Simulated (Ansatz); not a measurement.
# Fe in Ansatz: relaxation of the atoms with PBE

Aim: the relaxation of the atoms of Fe with PBE.

Everything below comes from runs of Ansatz 0.2.0. Logs are shortened: lines on timing, memory, paths and dates and some standing lists are left out, and cuts for length are marked.

## Step 1: The sheet as given

The cell holds a sheet with vacuum, 1 atom: a = 2.311 Å, b = 2.311 Å, c = 23.800 Å, α = 90.00°, β = 90.00°, γ = 90.00°.

The cell was built by a generator and needn't be a form met in nature.

## Step 2: Relaxation of the atoms, PBE, collinear spin, ferromagnetic start

Contents of input.yaml:

```yaml
crystal:
  lattice:
    - [2.31119, 0.0, 0.0]
    - [0.0, 2.31119, 0.0]
    - [0.0, 0.0, 23.8]
  atoms:
    - { symbol: Fe, position: [0.0, 0.0, 0.29412], spin: 3.0 }
kpoints:
  mp_grid: { grid: [11, 11, 1] }
scf:
  occupations: { method: fermi_dirac, width: 0.05 }
hamiltonian:
  xc: pbe
  pseudopotentials: { kind: all_electron, lapw: { basis_error: 0.002 } }
magnetization:
  spin_polarized: true
output:
  forces: true
  stress: true
relax:
  f_tol: 0.005
  max_steps: 60
```

Potentials or basis: all-electron LAPW, scalar-relativistic.

Run with:

```
> ansatz run input.yaml --threads 2 --pin off --max-ram 8192MiB --backend cpu --events-out ev --progress --plain --runs-dir out
```

What it wrote:

```text
Warning: RAYON_NUM_THREADS=2 ignored (pool sized by the plan → 2); use --threads N
The last accepted step is kept in <dir> (removed where the run ends without a failure and the disk answers)
LAPW: plane waves up to 9.723 Å⁻¹, error target 2.0e-3 eV per atom; small_component_spin mean_spin; Fe in spheres of 1.121 Å, 16 of its electrons in bands, Dirac shells [] (how accurate: hamiltonian.pseudopotentials.lapw.basis_error, Limitations)
Engine: ansatz 0.2.0, x86_64-unknown-linux-gnu
Pseudopotentials: kind: all_electron
Pseudopotential: Fe, LAPW, valence charge 16, lapw/all_electron/scalar/gaussian/Fe, Koelling and Harmon's equation, gaussian nucleus
Functional definition: PBE
  parameter kappa = 0.804
  parameter beta = 0.06672455060314922
  exchange = pbe_x(kappa = kappa, mu = beta*pi^2/3)
  correlation = pbe_c(beta = beta)
Crystal: 1 atoms, lattice volume = 127.130 Å³
Basis set: ecut = 360.1901794331874 eV, 1949 PW (Γ), exchange–correlation at level 2
Bands: 14, of which v1, the nominal top of the filled ones, is band 8 counted from 1 (7 counted from 0)
Symmetry: 16 space group operations
Space group: P4/mmm (ITA 123), of the structure as read, at distance tolerance 5.0e-5 Å
Magnetic group: BNS 123.339 (UNI 999), of the structure as read, at distance tolerance 5.0e-5 Å
k-points: 21 of 121
Non-local potential: Fe, projectors of the file, none
Initial density: superposition of atomic densities (neutral atoms: chi_scale 0, normalization atom)
Starting moments: Σ|m| = 3 μB on 1 of 1 site
Initial wavefunctions: plane waves of lowest kinetic energy (no species holds an atomic orbital)
Functional: x = pbe(κ = 0.804, μ = 0.2195149727645171), c = pbe(β = 0.06672455060314922)
iter 1 solved again at ethr=6.70e-3 eV; its pass at ethr=1.00e-1 eV (dr2=1.07e0 eV) is discarded
SCF iter   1: F=—  HF=-34632.469698 eV  |F-HF|=—  |Δ(HF+E_count)|=         —  Δρ=1.26e-2 (↑5.89e-3 ↓1.26e-2)  dr2=1.08e0  dr2_m=2.92e-2  M=2.891 μB ∫|m|=2.905 μB  β_m=0.30  ethr=6.70e-3  ⟨swp⟩=2.6  Hψ=4068  notcnv=0
Mixer restart at iter 1: flushing history
preconditioner: auto → LDOS  [metal: Δε(μ)=0.060 eV  Ē_g=8.898 eV  σ=0.050 eV  W_gap=0.29  n_scr=14 (ndim 8)  ℏωp=9.3 eV  f_vac=0.793  D(μ)=1.51/eV (n_scr^D=10)]
spin=Collinear: LDOS preconditioning applied to the charge; magnetization (m = ρ↑ − ρ↓) channel mixes plain (no charge-response kernel on spin).
SCF iter   2: F=—  HF=-34632.367958 eV  |F-HF|=—  |Δ(HF+E_count)|=   1.02e-1  Δρ=9.25e-3 (↑4.96e-3 ↓9.25e-3)  dr2=6.69e-1  dr2_m=1.55e-2  M=2.883 μB ∫|m|=2.902 μB  β_m=0.65  ethr=6.70e-3  ⟨swp⟩=2.0  Hψ=1720  notcnv=0
iter 3 solved again at ethr=8.05e-5 eV; its pass at ethr=4.18e-3 eV (dr2=1.29e-2 eV) is discarded
SCF iter   3: F=—  HF=-34632.240393 eV  |F-HF|=—  |Δ(HF+E_count)|=   1.28e-1  Δρ=2.01e-3 (↑1.36e-3 ↓2.01e-3)  dr2=1.26e-2  dr2_m=1.40e-3  M=2.771 μB ∫|m|=2.837 μB  β_m=0.75  ethr=8.05e-5  ⟨swp⟩=2.5  Hψ=3182  notcnv=0
SCF iter   4: F=—  HF=-34632.249907 eV  |F-HF|=—  |Δ(HF+E_count)|=         —  Δρ=9.26e-4 (↑4.79e-4 ↓9.26e-4)  dr2=2.39e-3  dr2_m=3.71e-4  M=2.743 μB ∫|m|=2.814 μB  β_m=0.75  ethr=7.89e-5  ⟨swp⟩=3.0  Hψ=1795  notcnv=0
the basis was enlarged: its passes take 448.3 KiB over the memory plan, 2 of 2 planned eigensolver slots
SCF iter   5: F=—  HF=-34632.250487 eV  |F-HF|=—  |Δ(HF+E_count)|=   5.80e-4  Δρ=3.83e-4 (↑1.61e-4 ↓3.83e-4)  dr2=6.73e-4  dr2_m=3.75e-5  M=2.739 μB ∫|m|=2.812 μB  β_m=0.87  ethr=1.49e-5  ⟨swp⟩=2.7  Hψ=1633  notcnv=0
SCF iter   6: F=—  HF=-34632.250634 eV  |F-HF|=—  |Δ(HF+E_count)|=   1.46e-4  Δρ=5.73e-5 (↑5.73e-5 ↓5.56e-5)  dr2=4.86e-6  dr2_m=1.73e-6  M=2.738 μB ∫|m|=2.812 μB  β_m=0.75  ethr=4.21e-6  ⟨swp⟩=3.0  Hψ=1697  notcnv=0
SCF iter   7: F=—  HF=-34632.250610 eV  |F-HF|=—  |Δ(HF+E_count)|=   2.32e-5  Δρ=3.87e-5 (↑3.87e-5 ↓3.26e-5)  dr2=4.10e-6  dr2_m=8.20e-7  M=2.738 μB ∫|m|=2.811 μB  β_m=0.88  ethr=3.03e-8  ⟨swp⟩=3.0  Hψ=1707  notcnv=0
SCF iter   8: F=—  HF=-34632.250616 eV  |F-HF|=—  |Δ(HF+E_count)|=   5.66e-6  Δρ=6.77e-6 (↑4.99e-6 ↓6.77e-6)  dr2=5.68e-7  dr2_m=1.18e-8  M=2.738 μB ∫|m|=2.811 μB  β_m=0.94  ethr=2.56e-8  ⟨swp⟩=3.0  Hψ=1604  notcnv=0
SCF iter   9: F=—  HF=-34632.250616 eV  |F-HF|=—  |Δ(HF+E_count)|=   2.93e-7  Δρ=2.03e-6 (↑2.03e-6 ↓2.02e-6)  dr2=2.18e-7  dr2_m=5.25e-10  M=2.738 μB ∫|m|=2.811 μB  β_m=0.97  ethr=3.55e-9  ⟨swp⟩=2.4  Hψ=1524  notcnv=0
SCF iter  10: F=-34632.250616 eV  HF=-34632.250616 eV  |F-HF|=2.98e-8  |Δ(HF+E_count)|=   1.22e-7  Δρ=1.69e-6 (↑9.50e-7 ↓1.69e-6)  dr2=3.98e-8  dr2_m=8.69e-10  M=2.738 μB ∫|m|=2.811 μB  ethr=1.36e-9  ⟨swp⟩=2.0  Hψ=1486  notcnv=0
SCF 1 converged in 10 iterations: F = -34632.250616 eV  dr2 = 3.98e-8
relax step   1: F+E_penalty+E_count = -34632.25061644 eV  Δ(F+E_penalty+E_count) = +0.000e0 eV  max|allowed force component| = 0.000e0 eV/Å  Δτ_max = 0.0000 Å  (10 SCF iters, accepted)
SCF converged after 10 iterations
Magnetization: 2.7381 μB (9.3690 up, 6.6310 down)
Absolute magnetization: 2.8113 μB (∫|ρ↑−ρ↓|)
Spin contamination: 0.0483 ħ² per cell (⟨S²⟩ above its minimum at these occupations)
Per-site moments (μB) at R_I (Å): [(2.666037997990669, 1.1209271332968778)]
Free energy (F): -34632.250616 eV
Harris-Foulkes:  -34632.250616 eV  (|F-HF|=2.98e-8)
Internal energy: -34632.240483 eV  (E = F + TS)
E sigma→0 (E₀):  -34632.245550 eV
Entropy (-TS):   -0.010133 eV (-10.133 meV/atom)
Fermi energy:    -2.505366 eV
--- Per-component energies (eV) ---
  E_band       = -544.975000
  E_kinetic    = 35109.578675
  E_xc         = -1521.716671
  E_electrostatic = -68220.102487  (all electrons and nuclei)
  E_smearing   = -0.010133  (= −TS)
  E_closure    = 0.000000  (closes the sum)
  E_atoms      = -34625.004615  (free atoms, spherical and without spin; not in F)
  Σ components = -34632.250616   (vs F -34632.250616, Δ=0.00e0)
  Basis errors (estimates in eV, not in F): energy 9.7e-4 per atom: plane waves 8.9e-4 (5.6e-4 summed), levels above the bands 3.6e-44, relativity 1.0e-7, radial functions 7.9e-5, core shells 9.7e-8; eigenvalues (radial functions only) 1.4e-6; not estimated: angular momenta, meshes, grids; target (lapw.basis_error) 2.0e-3; muffin-tin radii Fe 1.121 Å
--- Forces (eV/Å), atoms counted from 1 ---
  atom   1  Fe     0.00000000     0.00000000     0.00000000
  max |Σ_I F_I| component: 2.87e-29 eV/Å
--- Stress (GPa, compression-positive) ---
        0.018782      -0.000000      -0.000000
       -0.000000       0.018782       0.000000
       -0.000000       0.000000       0.000498
  P = ⅓ Tr σ = 0.0127 GPa (0.127 kbar)
--- Relaxed structure (1 steps of the walk, 1 accepted, 0 SCFs on fresh bases) ---
  F+E_penalty+E_count = -34632.25061644 eV   max|allowed force component| = 0.000e0 eV/Å
  atoms:
    - { symbol: Fe, position: [0.0, 0.0, 0.29412] }
```

Wall time 17 s (2 threads of Intel Xeon Platinum 8375C at 2.90GHz (Ice Lake), shared host); peak memory 0.55 GiB.

Results:

```yaml
Free_energy: -34632.2506 eV
Net_moment: 2.74 μB per cell
Absolute_moment: 2.81 μB per cell
Site_moments: Fe +2.67 μB
```

Final structure:
```cif
data_structure
_symmetry_space_group_name_H-M 'P 1'
_symmetry_Int_Tables_number 1
_cell_length_a 2.3112
_cell_length_b 2.3112
_cell_length_c 23.8000
_cell_angle_alpha 90.000
_cell_angle_beta 90.000
_cell_angle_gamma 90.000
_cell_volume 127.13
loop_
_atom_site_label
_atom_site_type_symbol
_atom_site_fract_x
_atom_site_fract_y
_atom_site_fract_z
_atom_site_occupancy
Fe1 Fe 0.00000 0.00000 0.29412 1
```

Caveat: the relaxation stopped at its first step, so nothing moved.
